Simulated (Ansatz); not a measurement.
# DyW2: the cost of one run

Method: DFT PBE, scalar-relativistic, plane waves, PAW; 4f electrons in the core of a trivalent norm-conserving potential, in Ansatz 0.2.0.

## 1. The starting structure

The structure is cubic, space group F-43m (No. 216). The conventional cell has a = 6.518 Å, b = 6.518 Å, c = 6.518 Å, α = 90.00°, β = 90.00°, γ = 90.00°. Dy (site symmetry -43m) is surrounded by 4 W at 2.82 Å. W (site symmetry -43m) is surrounded by 4 W at 2.82 Å. W (site symmetry -43m) is surrounded by 4 Dy at 2.82 Å and 4 W at 2.82 Å.

Coordinates:

```
CELL_PARAMETERS angstrom
0.00000 3.25911 3.25911
3.25911 0.00000 3.25911
3.25911 3.25911 0.00000
ATOMIC_POSITIONS crystal
Dy 0.50000 0.50000 0.50000
W 0.00000 0.00000 0.00000
W 0.25000 0.25000 0.25000
```

A structure generator made this guess: random cell by space group and Wyckoff sites (F-43m, No. 216). The dimensions are guesses.

## 2. Probe: one point on a coarse mesh

input.yaml reads:

```yaml
crystal:
  lattice:
    - [0.0, 3.25911417, 3.25911417]
    - [3.25911417, 0.0, 3.25911417]
    - [3.25911417, 3.25911417, 0.0]
  atoms:
    - { symbol: Dy, position: [0.5, 0.5, 0.5] }
    - { symbol: W, position: [0.0, 0.0, 0.0] }
    - { symbol: W, position: [0.25, 0.25, 0.25] }
basis:
  ecutwfc: 630
kpoints:
  mp_grid: { grid: [4, 4, 4] }
hamiltonian:
  xc: pbe
  pseudopotentials:
    kind: paw
    azcp: { Dy: "pseudopotentials/pbe/nc/lanthanide_3plus/Dy.nc.azcp" }
scf:
  occupations: { method: gaussian, width: 0.1 }
  lower_state_search: "off"
output:
  forces: true
  stress: true
  eigenvalues: true
```

Command:

```bash
$ ansatz run input.yaml --threads 1 --pin off --max-ram 2560MiB --backend cpu --events-out ev --progress --plain --runs-dir out
```

**Question.** How long does this run take on 1 thread of Intel Xeon at 2.70GHz, shared host, and how much memory does it need?

About 5.7 s, with a peak of 0.33 GiB.
